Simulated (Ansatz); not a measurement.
# TlSn: how the settings move a single-point run

Aim: see which settings change the result for TlSn, by how much, and at what cost.

Method: reference: DFT, r2SCAN, PAW with Ansatz's default frozen-core files, scalar-relativistic, in Ansatz 0.2.0.

**1. The starting structure**

It takes space group P4/mmm (No. 123, tetragonal). Conventional cell: a = 2.663 Å, b = 2.663 Å, c = 3.224 Å, α = 90.00°, β = 90.00°, γ = 90.00°. Tl (site symmetry 4/mmm) is surrounded by 8 Sn at 2.48 Å and 4 Tl at 2.66 Å. Sn (site symmetry 4/mmm) has 8 Tl at 2.48 Å and 4 Sn at 2.66 Å as nearest neighbours.

Coordinates:

```
Tl Sn
1.0
     2.66336    0.00000    0.00000
     0.00000    2.66336    0.00000
     0.00000    0.00000    3.22353
Tl Sn
1 1
Direct
  0.00000 0.00000 0.00000
  0.50000 0.50000 0.50000
```

**2. Reference**

Contents of input.yaml:

```yaml
crystal:
  lattice:
    - [2.6633557366, 0.0, 0.0]
    - [0.0, 2.6633557366, 0.0]
    - [0.0, 0.0, 3.2235275613]
  atoms:
    - { symbol: Tl, position: [0.0, 0.0, 0.0] }
    - { symbol: Sn, position: [0.5, 0.5, 0.5] }
kpoints:
  mp_grid: { grid: [10, 10, 8] }
  band_path:
    path:
      - [0.0, 0.0, 0.0]
      - [0.0, 0.5, 0.0]
      - [0.5, 0.5, 0.0]
      - [0.0, 0.0, 0.0]
      - [0.0, 0.0, 0.5]
      - [0.0, 0.5, 0.5]
      - [0.5, 0.5, 0.5]
      - [0.0, 0.0, 0.5]
      - [0.0, 0.5, 0.0]
    npoints: 6
scf:
  occupations: { method: fermi_dirac, width: 0.05 }
hamiltonian:
  xc: r2scan
  pseudopotentials: { kind: paw }
output:
  forces: true
  stress: true
  eigenvalues: true
  efg: { contact_densities: true }
  populations: true
```

Started as:

```sh
ansatz run input.yaml --threads 1 --pin off --max-ram 2048MiB --backend cpu --events-out ev --progress --plain --runs-dir out
```

**3. Changed: starting moments, dr2_threshold 1.0e-08, lower_state_search light, spin_polarized true**

Changes to input.yaml since step 2:

```diff
@@ -6,4 +6,4 @@
   atoms:
-    - { symbol: Tl, position: [0.0, 0.0, 0.0] }
-    - { symbol: Sn, position: [0.5, 0.5, 0.5] }
+    - { symbol: Tl, position: [0.0, 0.0, 0.0], spin: 3.0 }
+    - { symbol: Sn, position: [0.5, 0.5, 0.5], spin: 1.0 }
 kpoints:
@@ -24,2 +24,4 @@
   occupations: { method: fermi_dirac, width: 0.05 }
+  convergence: { dr2_threshold: 1.0e-08 }
+  lower_state_search: light
 hamiltonian:
@@ -33 +35,3 @@
   populations: true
+magnetization:
+  spin_polarized: true
```

What does the calculation give? Wanted: for each run, ending; energy change; pressure; gap; force.

As calculated:

| run | ending | energy change | pressure (GPa) | gap (eV) | force (eV/Å) | cycles | time |
| --- | --- | --- | --- | --- | --- | --- | --- |
| reference | converged | 0 | 391.3 | 0.00 | 0.00 | 7 | 5.6 s |
| 1: starting moments, dr2_threshold 1.0e-08, lower_state_search light, spin_polarized true | converged | 0.0 meV/atom | 391.3 | 0.00 | 0.00 | 16 | 15 s |

Residual by cycle in the longest SCF loop of each run; runs are numbered as in the table. The quantity is the density residual dr2, in eV.

| cycle | reference | run 1 |
| --- | --- | --- |
| 1 | 0.0485 | 0.466 |
| 2 | 0.019 | 0.262 |
| 4 | 1.2e-4 | 0.00102 |
| 5 | 1.6e-5 | 1.5e-4 |
| 6 | 2.3e-7 | 1.1e-5 |
| 8 | - | 9.4e-6 |
| 9 | - | 2.5e-6 |
| 11 | - | 1.8e-7 |
| 12 | - | 7.2e-9 |
| 13 | - | 1.0e-9 |
| 15 | - | 8.6e-12 |
| 16 | - | 2.1e-12 |

With the changed spin polarisation, convergence setting and search for lower states the energy stays within 0.5 meV/atom: no moment survives, so both runs end on the same non-magnetic state. The structure is not at rest: the sound run finds 391 GPa, so these are no properties of the relaxed crystal. 
